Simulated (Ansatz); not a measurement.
# BFH3NS: the cost of one run

Program: Ansatz 0.2.0, Gaussian basis. Level of theory: PBE0-D4/def2-SVP. These are calculated values, not measurements.

17 further runs of the same task are left out: 1 that didn't finish, 16 set aside as unsound or not needed.

**1. The system as given**

The first end: 7 atoms, charge 0, spin multiplicity 1.

Atoms are counted from 1 here; the program's logs count them from 0.

Bond lengths: B1–S2 1.825 Å, B1–N3 1.394 Å, B1–F5 1.338 Å, S2–H6 1.341 Å, N3–H4 1.003 Å, N3–H7 1.005 Å. Angles: S2–B1–N3 121.3°, S2–B1–F5 119.5°, N3–B1–F5 119.2°, B1–S2–H6 94.7°, B1–N3–H4 123.7°, B1–N3–H7 121.6°, H4–N3–H7 114.7°.

Geometry (Å):

```xyz
7
charge 0, multiplicity 1
B    -0.2123    0.0413    0.1902
S     1.0493   -0.6950    1.2843
N     0.0345    0.2430   -1.1669
H     0.8983    0.0031   -1.6174
F    -1.3988    0.3960    0.6969
H     0.2865   -0.6365    2.3857
H    -0.6576    0.6480   -1.7730
```

The second end:

```
atom    x (Å)    y (Å)    z (Å)
  B1  -0.7227   0.1717  -0.1676
  S2   0.7614  -1.0018   0.7790
  N3  -0.2703   0.4011  -1.3698
  H4   1.7450  -0.3609   0.1316
  F5  -1.6920   0.2948   0.7404
  H6   0.9961  -0.3869   1.9546
  H7  -0.8176   0.8819  -2.0683
```

**2. The band at PBE0-D4/def2-SVP**

Input file neb/in.yaml:

```yaml
crystal:
  periodic: [false, false, false]
  atoms:
    - {symbol: B, position_ang: [-0.212255, 0.041344, 0.190248]}
    - {symbol: S, position_ang: [1.049331, -0.695027, 1.284331]}
    - {symbol: N, position_ang: [0.034496, 0.243014, -1.166940]}
    - {symbol: H, position_ang: [0.898327, 0.003077, -1.617363]}
    - {symbol: F, position_ang: [-1.398829, 0.395995, 0.696888]}
    - {symbol: H, position_ang: [0.286508, -0.636534, 2.385744]}
    - {symbol: H, position_ang: [-0.657578, 0.648031, -1.773009]}
basis:
  gaussian: {orbitals: def2-SVP}
hamiltonian: {xc: pbe0, dispersion: d4}
neb:
  images: 5
  climbing: true
  max_iterations: 40
  initial_path: idpp
  final_atoms:
    - {symbol: B, position_ang: [-0.722727, 0.171733, -0.167572]}
    - {symbol: S, position_ang: [0.761429, -1.001841, 0.779049]}
    - {symbol: N, position_ang: [-0.270267, 0.401075, -1.369843]}
    - {symbol: H, position_ang: [1.745028, -0.360934, 0.131573]}
    - {symbol: F, position_ang: [-1.691981, 0.294803, 0.740439]}
    - {symbol: H, position_ang: [0.996074, -0.386857, 1.954575]}
    - {symbol: H, position_ang: [-0.817555, 0.881923, -2.068321]}
```

Run with:

```sh
$ ansatz run in.yaml --threads 2 --pin off --events-out ev --progress --plain --max-ram 4352MiB
```

**Question.** How long does this run take on 2 threads of Arm Neoverse V2, shared host?

About 2.2 min.
